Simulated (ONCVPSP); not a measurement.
**An ONCV potential for Co, from input to tests**

Task: generate the file, and judge it by its errors in other configurations, its logarithmic derivatives, its ghosts and its cutoff.

Program: ONCVPSP 4.0.1.1 (patched build). Reference atom: PBEsol, scalar-relativistic, spherical and spin-unpolarised. All values are calculated.

### 1 Settings

Typed settings, in words:

- element: cobalt (Co, Z = 27)
- type: optimised norm-conserving Vanderbilt (ONCV)
- frozen core: [Ne] 3s2
- valence charge: 15
- reference configuration: 3p6 3d7 4s2
- partial waves: 4s: rc 2.15 bohr, ncon 4, nbas 7, qcut 2.9 1/bohr, 2 projectors, debl 2.4 Ha; 3p: rc 0.80 bohr, ncon 5, nbas 9, qcut 11.4 1/bohr, 2 projectors, debl 1.3 Ha; 3d: rc 1.40 bohr, ncon 5, nbas 9, qcut 12.7 1/bohr, 1 projector
- local potential: polynomial inside 0.50 bohr (lpopt 5, dvloc0 0 Ha)
- core correction: Teter function, fcfact 5.75, rcfact 1

An earlier all-electron run gives the scale for the radii.

All-electron outer shells of the reference configuration (PBEsol, scalar-relativistic, ld1.x):

```
shell  level (eV)  outermost node (bohr)  outermost maximum (bohr)
   3s     -102.14                   0.31                      0.66
   3p      -65.51                   0.28                      0.68
   3d       -8.23                      –                      0.66
   4s       -5.49                   0.96                      2.32
   4p       -1.25                   1.05                      3.21
```

### 2 Generating the potential

Co.dat

```
# ATOM AND REFERENCE CONFIGURATION
# atsym  z   nc   nv     iexc    psfile
  Co 27.00    4    3  -116133      upf
#
#   n    l    f
    1    0    2.00
    2    0    2.00
    2    1    6.00
    3    0    2.00
    3    1    6.00
    3    2    7.00
    4    0    2.00
#
# PSEUDOPOTENTIAL AND OPTIMIZATION
# lmax
    2
#
#   l,   rc,      ep,       ncon, nbas, qcut
    0    2.15    0.00    4    7    2.90
    1    0.80    0.00    5    9   11.40
    2    1.40    0.00    5    9   12.70
#
# LOCAL POTENTIAL
# lloc, lpopt,  rc(5),   dvloc0
    4    5    0.50    0.00
#
# VANDERBILT-KLEINMAN-BYLANDER PROJECTORs
# l, nproj, debl
    0    2    2.40
    1    2    1.30
    2    1    2.30
#
# MODEL CORE CHARGE
# icmod, fcfact, rcfact
    3    5.75    1.00
#
# LOG DERIVATIVE ANALYSIS
# epsh1, epsh2, depsh
   -4.00    5.00    0.02
#
# OUTPUT GRID
# rlmax, drl
    6.00    0.01
#
# TEST CONFIGURATIONS
# ncnf
    4
# nvcnf
#   n    l    f
    3
    3    1    6.00
    3    2    7.00
    4    0    1.00
#
    3
    3    1    6.00
    3    2    7.00
    4    0    0.00
#
    3
    3    1    6.00
    3    2    6.00
    4    0    0.00
#
    3
    3    1    6.00
    3    2    6.00
    4    0    2.00
#
```

On the command line:

```
$ oncvpsp.x < Co.dat > Co.out
```

The output, Co.out (without the consistency checks and plot data):

```text
ONCVPSP  (Optimized Norm-Conservinng Vanderbilt PSeudopotential)
scalar-relativistic version 4.0.1.1, modified

#   n    l    f        energy (Ha)
    1    0    2.00    -2.7876397E+02
    2    0    2.00    -3.3003638E+01
    2    1    6.00    -2.8276911E+01
    3    0    2.00    -3.7534896E+00
    3    1    6.00    -2.4074667E+00
    3    2    7.00    -3.0244096E-01
    4    0    2.00    -2.0173199E-01

Reference configufation results
  iterations    31
  all-electron total energy (Ha)   -1.39190198D+03

Begin loop to  construct optimized pseudo wave functions
and semi-local pseudopoentials for all angular momenta

   Wellstate for l =  0  n =  6
     eigenvalue =   2.1983
     asymptotic potential =   2.6983
     half-point radius =  4.0385

Calculating optimized projector #   1

 for l=   0

    Fraction of norm inside rc  0.282250
    Optimizing pswf for qcut=   2.89 a_B^-1,  ecut=   4.19 Ha
    Residual kinetic energy error=  1.80D-03 Ha

    Energy error per electron        Cutoff
         Ha          eV             Ha
         0.01000     0.27211        2.71
         0.00100     0.02721        5.22
         0.00010     0.00272       20.27
         0.00001     0.00027       25.60

Calculating optimized projector #   2

 for l=   0

    Fraction of norm inside rc  0.133383
    Optimizing pswf for qcut=   2.89 a_B^-1,  ecut=   4.19 Ha
    Residual kinetic energy error=  9.16D-02 Ha

    Energy error per electron        Cutoff
         Ha          eV             Ha
         0.01000     0.27211        6.01
         0.00100     0.02721       14.74
         0.00010     0.00272       26.79
         0.00001     0.00027       30.76

WARNING wellstate: negative energy specified for n= 4 l=  1
WARNING scattering state with energy  0.25000000
WARNING will be used for the first projector

   Wellstate for l =  1  n =  4
     eigenvalue =   0.2500
     asymptotic potential =   0.7500
     half-point radius =  3.3131

Calculating optimized projector #   1

 for l=   1

    Fraction of norm inside rc  0.538629
    Optimizing pswf for qcut=  11.42 a_B^-1,  ecut=  65.17 Ha
    Residual kinetic energy error=  1.29D-03 Ha

    Energy error per electron        Cutoff
         Ha          eV             Ha
         0.01000     0.27211       28.12
         0.00100     0.02721       69.19
         0.00010     0.00272      334.25
         0.00001     0.00027      405.68

Calculating optimized projector #   2

 for l=   1

    Fraction of norm inside rc  0.040483
    Optimizing pswf for qcut=  11.42 a_B^-1,  ecut=  65.17 Ha
    Residual kinetic energy error=  1.47D-04 Ha

    Energy error per electron        Cutoff
         Ha          eV             Ha
         0.01000     0.27211       21.14
         0.00100     0.02721       30.18
         0.00010     0.00272       71.40
         0.00001     0.00027      439.17

Calculating optimized projector #   1

 for l=   2

    Fraction of norm inside rc  0.772696
    Optimizing pswf for qcut=  12.70 a_B^-1,  ecut=  80.67 Ha
    Residual kinetic energy error=  1.01D-06 Ha

    Energy error per electron        Cutoff
         Ha          eV             Ha
         0.01000     0.27211       50.61
         0.00100     0.02721       60.80
         0.00010     0.00272       68.39
         0.00001     0.00027       74.27

Construct Vanderbilt / Kleinmman-Bylander projectors

B matrix Hermiticity error, ll=   0
   1   2   -1.0016E-04

  Orthonormal projector coefficients  1.4193E+01  1.0588E+00

B matrix Hermiticity error, ll=   1
   1   2    3.2372E-04

  Orthonormal projector coefficients  2.3417E+01  7.1706E+00

Model core correction analysis
  based on d2Exc/dn_idn_j

d2excae - all-electron derivatives

   -3.791519D-02   -2.842572D-02   -2.343743D-03
   -2.842596D-02   -2.612474D-02   -7.052693D-03
   -2.343608D-03   -7.050975D-03   -3.229030D-02

d2excps - pseudofunction derivatives with no core correction

   -4.467872D-02   -3.493777D-02   -2.000225D-03
   -3.493816D-02   -3.052193D-02   -7.065513D-03
   -2.000084D-03   -7.063772D-03   -3.236178D-02

rms 2nd derivative error    4.084354E-03

rmatch, rhocmatch    0.4161   40.2245

Teter function model core charge with specified parameters

d2excps - pseudofunction derivatives with core correction

   -4.357000D-02   -3.460951D-02   -1.995161D-03
   -3.460987D-02   -3.036968D-02   -7.063930D-03
   -1.995019D-03   -7.062190D-03   -3.236176D-02

rms 2nd derivative error    3.752400E-03

Pseudoatom total energy -105.597095

Diagnostic tests using Vanderbilt-Kleinman-Bylander pseudopotentials
  1 or more projectors used as specified by nproj input data

   l    rcore       rmatch      e in        delta e   norm test  slope test

   0   2.1560987   2.2215626  -0.2017320  -0.0000005   1.0000142   0.9999958
   0   2.1560987   2.2215626   2.1982680   0.0000073   1.0002551   1.0002551

   1   0.8035295   0.8279264  -2.4074667  -0.0000654   1.0001881   1.0002719
   1   0.8035295   0.8279264   0.2500000   0.0000284   1.0004618   1.0004618

   2   1.4015675   1.4441222  -0.3024410  -0.0000025   0.9999980   1.0000089

 Testing for bound ghosts
   n   l    E NL Schr. Eq   E Basis Diag.   E Cutoff

       0                      -16.043810     40.07  WARNING - GHOST(-)
   1   0       -0.201733       -0.194624     40.07

   2   1       -2.407532       -2.398804    610.67

   3   2       -0.302443       -0.299229    175.45

 Testing for highly-localized positive-energy ghosts
       l    <radius>/rc     E Basis Diag.   E Cutoff

       0        0.795788        3.698563     40.07  WARNING - GHOST(+)

Test configuration 0

   n   l     f        eae           eps        diff
   1   0  2.0000 -278.76397181
   2   0  2.0000  -33.00363803
   2   1  6.0000  -28.27691133
   3   0  2.0000   -3.75348965
   3   1  6.0000   -2.40746673   -2.40753215   -6.54D-05
   3   2  7.0000   -0.30244096   -0.30244344   -2.48D-06
   4   0  2.0000   -0.20173199   -0.20173252   -5.33D-07

    Total energies and differences
      AE_ref= -1.39190198D+03  AE_tst= -1.39190198D+03  dif=  0.00D+00
      PS_ref= -1.05597095D+02  PS_tst= -1.05597095D+02  dif= -2.84D-14
      PSP excitation error=  2.84D-14

Test configuration 1

   n   l     f        eae           eps        diff
   1   0  2.0000 -279.09026526
   2   0  2.0000  -33.32272460
   2   1  6.0000  -28.59660549
   3   0  2.0000   -4.07783580
   3   1  6.0000   -2.73232393   -2.72990847    2.42D-03
   3   2  7.0000   -0.62431928   -0.62305359    1.27D-03
   4   0  1.0000   -0.46887389   -0.46936640   -4.93D-04

    Total energies and differences
      AE_ref= -1.39190198D+03  AE_tst= -1.39156955D+03  dif=  3.32D-01
      PS_ref= -1.05597095D+02  PS_tst= -1.05264430D+02  dif=  3.33D-01
      PSP excitation error= -2.34D-04

Test configuration 2

   n   l     f        eae           eps        diff
   1   0  2.0000 -279.46978424
   2   0  2.0000  -33.69111342
   2   1  6.0000  -28.96592460
   3   0  2.0000   -4.45274465
   3   1  6.0000   -3.10755214   -3.10119603    6.36D-03
   3   2  7.0000   -0.99352301   -0.99013858    3.38D-03

    Total energies and differences
      AE_ref= -1.39190198D+03  AE_tst= -1.39095592D+03  dif=  9.46D-01
      PS_ref= -1.05597095D+02  PS_tst= -1.04649803D+02  dif=  9.47D-01
      PSP excitation error= -1.23D-03

Test configuration 3

   n   l     f        eae           eps        diff
   1   0  2.0000 -280.20169538
   2   0  2.0000  -34.44499710
   2   1  6.0000  -29.71778738
   3   0  2.0000   -5.16071009
   3   1  6.0000   -3.80682645   -3.80253625    4.29D-03
   3   2  6.0000   -1.65852407   -1.65351391    5.01D-03

    Total energies and differences
      AE_ref= -1.39190198D+03  AE_tst= -1.38963893D+03  dif=  2.26D+00
      PS_ref= -1.05597095D+02  PS_tst= -1.03336891D+02  dif=  2.26D+00
      PSP excitation error=  2.85D-03

Test configuration 4

   n   l     f        eae           eps        diff
   1   0  2.0000 -279.34836803
   2   0  2.0000  -33.61296299
   2   1  6.0000  -28.88393675
   3   0  2.0000   -4.32665921
   3   1  6.0000   -2.97373521   -2.98039886   -6.66D-03
   3   2  6.0000   -0.83855784   -0.84135428   -2.80D-03
   4   0  2.0000   -0.53499337   -0.53313674    1.86D-03

    Total energies and differences
      AE_ref= -1.39190198D+03  AE_tst= -1.39134299D+03  dif=  5.59D-01
      PS_ref= -1.05597095D+02  PS_tst= -1.05036721D+02  dif=  5.60D-01
      PSP excitation error= -1.38D-03
```

Wall time 5.6 s (1 thread of Neoverse-N1, shared host).

The projector energies used in the p channel were -2.407, 0.250 Ha; the program set a typed value aside.

Partial waves on a coarse radial grid (AE all-electron, PS pseudo):

```csv
r (bohr),3p AE,3p PS,4s AE,4s PS
0.108,-0.5925,0.0753,0.0950,0.0088
0.215,-0.3927,0.2759,0.1419,0.0196
0.322,0.2259,0.5595,-0.0305,0.0340
0.430,0.7624,0.8490,-0.1946,0.0529
0.538,1.0738,1.0779,-0.2699,0.0763
0.645,1.1872,1.1864,-0.2612,0.1035
0.752,1.1700,1.1697,-0.1961,0.1345
0.860,1.0790,1.0788,-0.0997,0.1697
0.968,0.9546,0.9544,0.0086,0.2091
1.075,0.8228,0.8227,0.1156,0.2527
1.182,0.6961,0.6959,0.2156,0.3006
1.290,0.5800,0.5799,0.3058,0.3524
1.398,0.4784,0.4783,0.3838,0.4056
1.505,0.3924,0.3924,0.4490,0.4571
1.612,0.3200,0.3200,0.5026,0.5045
1.720,0.2594,0.2593,0.5460,0.5459
1.828,0.2095,0.2094,0.5797,0.5794
1.935,0.1690,0.1690,0.6045,0.6044
2.042,0.1361,0.1361,0.6219,0.6218
2.150,0.1092,0.1091,0.6328,0.6328
2.258,0.0874,0.0874,0.6380,0.6380
2.365,0.0701,0.0700,0.6382,0.6382
2.472,0.0561,0.0561,0.6344,0.6344
2.580,0.0447,0.0447,0.6270,0.6270
2.688,0.0357,0.0357,0.6166,0.6166
2.795,0.0285,0.0285,0.6040,0.6040
```

Densities times 4π (e/bohr³); a dash where the program caps the true core:

```csv
r (bohr),pseudo valence,true core,model core
0.108,3.169,–,186.6
0.322,27.87,154.3,30.6
0.538,44.57,13.65,0.229
0.752,28,5.499,0.002116
0.968,11.71,1.916,0.0001031
1.182,4.907,0.5809,1.062e-05
1.398,2.235,0.1633,0
1.612,1.151,0.04524,0
1.828,0.6683,0.01227,0
2.042,0.4295,0.003365,0
2.258,0.2926,0.0009151,0
2.472,0.2074,0.0002527,0
2.688,0.1493,6.927e-05,0
```

### 3 The configuration tests of the same run

Energies count from the reference configuration 3p6 3d7 4s2; the error is all-electron less pseudo.

| valence configuration | charge | ΔE all-electron (eV) | error AE − PS (meV) |
| --- | --- | --- | --- |
| 3p6 3d7 4s1 | +1 | 9.046 | -6.4 |
| 3p6 3d7 4s0 | +2 | 25.744 | -33 |
| 3p6 3d6 4s0 | +3 | 61.581 | +78 |
| 3p6 3d6 4s2 | +1 | 15.211 | -38 |

### 4 Does it scatter like the atom?

Taken from the files of the generation run. The phase is arctan(r·R′/R) of the radial function R, unwrapped, with energies in Ha. A pole is an energy at which the radial function vanishes at the test radius. The pseudo phase is shifted by a multiple of π to meet the all-electron one at the reference energy. Levels narrower than the energy grid can be missing from the poles. The last column is the largest difference on the grid between −0.5 and +0.5 Ha.

```tsv
channel	radius (bohr)	reference (Ha)	poles AE	poles PS	window around the reference with phases within 0.05 rad (Ha)	largest difference near zero (rad)
s	2.18	-0.20	-3.74, 1.49	1.49, 3.61	-3.7 to 3.1	0.001
p	0.81	-2.41	4.84	4.84	the whole range	0.000
d	1.42	-0.30	0.41	0.43	below 1.9	0.003
```

Phases (rad) along the scan:

```csv
E (Ha),d AE,d PS,p AE,p PS
-3.98,1.234,1.235,-0.604,-0.604
-3.50,1.201,1.202,-0.760,-0.760
-3.02,1.156,1.158,-0.890,-0.890
-2.54,1.092,1.094,-0.998,-0.998
-2.06,0.988,0.991,-1.086,-1.086
-1.58,0.790,0.796,-1.159,-1.159
-1.10,0.310,0.318,-1.220,-1.220
-0.62,-0.670,-0.668,-1.272,-1.272
-0.14,-1.285,-1.284,-1.316,-1.316
0.34,-1.543,-1.540,-1.354,-1.354
0.82,-1.697,-1.688,-1.388,-1.388
1.30,-1.826,-1.808,-1.418,-1.418
1.78,-1.971,-1.933,-1.444,-1.444
2.26,-2.178,-2.095,-1.468,-1.468
2.74,-2.534,-2.347,-1.490,-1.490
3.22,-3.133,-2.773,-1.511,-1.511
3.70,-3.740,-3.361,-1.530,-1.530
4.18,-4.098,-3.842,-1.548,-1.548
4.66,-4.292,-4.125,-1.565,-1.565
```

### 5 Plane-wave cutoff and ghosts

From the same output: the cutoffs (Ha) at which the residual kinetic energy of the hardest occupied pseudo-wave falls to 1 and 0.1 mHa per electron are 69 Ha and 334 Ha.

The program's own ghost test: GHOST(-) flagged for s at -436.6 eV; GHOST(+) flagged for s at 100.6 eV.

Cutoff (Ha) at which the first wave of each channel reaches a given error (Ha per electron):

```csv
error,s,p,d
1.0e-02,2.7,28.1,50.6
3.2e-03,3.7,53.3,56.1
1.0e-03,5.2,69.2,60.8
3.2e-04,10.9,185.6,64.8
1.0e-04,20.3,334.3,68.4
3.2e-05,23.3,377.2,71.7
1.0e-05,25.6,405.7,74.3
```

### 6 Summary of results

| quantity | value |
| --- | --- |
| cutoffs for 1 and 0.1 mHa per electron, occupied waves | 69 Ha and 334 Ha |
| bound ghosts | s at -436.57 eV |
| GHOST(+) flags | s at 101 eV |
| largest test error (AE − PS) | +78 meV, for 3p6 3d6 4s0 |
| largest phase difference near zero energy, channels read | 0.003 rad |
| rms error of d²Exc/dn², without and with the model core | 4.08 and 3.75 mHa |
| projector energies reset by the program | p: -2.407, 0.250 Ha |

What this shows: It has a bound ghost (s), a state that the atom doesn't have, and that rules the file out. By total energies transferability is fair: the largest error is 78 meV on 61.6 eV, for 3p6 3d6 4s0. That test lies far up in energy; among those under 40 eV, nearer to bonding, the largest error is 38 meV. By its cutoff, 69 Ha for the looser tolerance, it is very hard. The tighter tolerance needs 334 Ha, and converged work needs a cutoff nearer that. Near zero energy the phases of the channels with partial waves agree within 0.003 rad. The program also flags highly localised states, GHOST(+) (s). All of this concerns the isolated atom, not yet a solid.
